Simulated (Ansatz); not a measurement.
# Ta: the cost of one run

Computed with Ansatz 0.2.0 (DFT r2SCAN, scalar-relativistic, plane waves, PAW, unless a step's input says otherwise).

1 further run of the same task is left out (set aside as unsound or not needed).

### Step 1. The starting structure

Symmetry: Im-3m, No. 229, cubic system. Conventional cell: a = 3.305 Å, b = 3.305 Å, c = 3.305 Å, α = 90.00°, β = 90.00°, γ = 90.00°. Around Ta (site symmetry m-3m) lie 8 Ta at 2.86 Å.

As a file:

```
Ta
1.0
    -1.65229    1.65229    1.65229
     1.65229   -1.65229    1.65229
     1.65229    1.65229   -1.65229
Ta
1
Direct
  0.00000 0.00000 0.00000
```

It is the result of an earlier relaxation at this level (volume 18.04 Å³/atom; gap on the mesh: none (metal)).

### Step 2. Static run: bands, density of states and charges

input.yaml reads:

```yaml
crystal:
  lattice:
    - [-1.6522866616, 1.6522866616, 1.6522866616]
    - [1.6522866616, -1.6522866616, 1.6522866616]
    - [1.6522866616, 1.6522866616, -1.6522866616]
  atoms:
    - { symbol: Ta, position: [0.0, 0.0, 0.0] }
basis:
  ecutwfc: 500
kpoints:
  mp_grid: { grid: [18, 18, 18] }
  band_path:
    path:
      - [[0.0, 0.0, 0.0], [0.5, -0.5, 0.5], [0.0, 0.0, 0.5], [0.0, 0.0, 0.0], [0.25, 0.25, 0.25], [0.5, -0.5, 0.5]]
      - [[0.25, 0.25, 0.25], [0.0, 0.0, 0.5]]
    npoints: 14
hamiltonian:
  xc: r2scan
scf:
  occupations: { method: gaussian, width: 0.1 }
  n_extra_bands: 6
output:
  forces: true
  stress: true
  eigenvalues: true
  populations: true
  dos: { projected: true, de: 0.02, nscf_kmesh: { grid: [27, 27, 27] } }
  bader: true
  write_density: true
  write_potential: true
  elf: true
  volumetric_format: npy
```

Command:

```
> ansatz run input.yaml --threads 1 --pin off --max-ram 2560MiB --backend cpu --events-out ev --progress --plain --runs-dir out
```

Q: Estimate wall time and peak memory on 1 thread of an Arm CPU, shared host.

About 30 s, with a peak of 0.37 GiB.
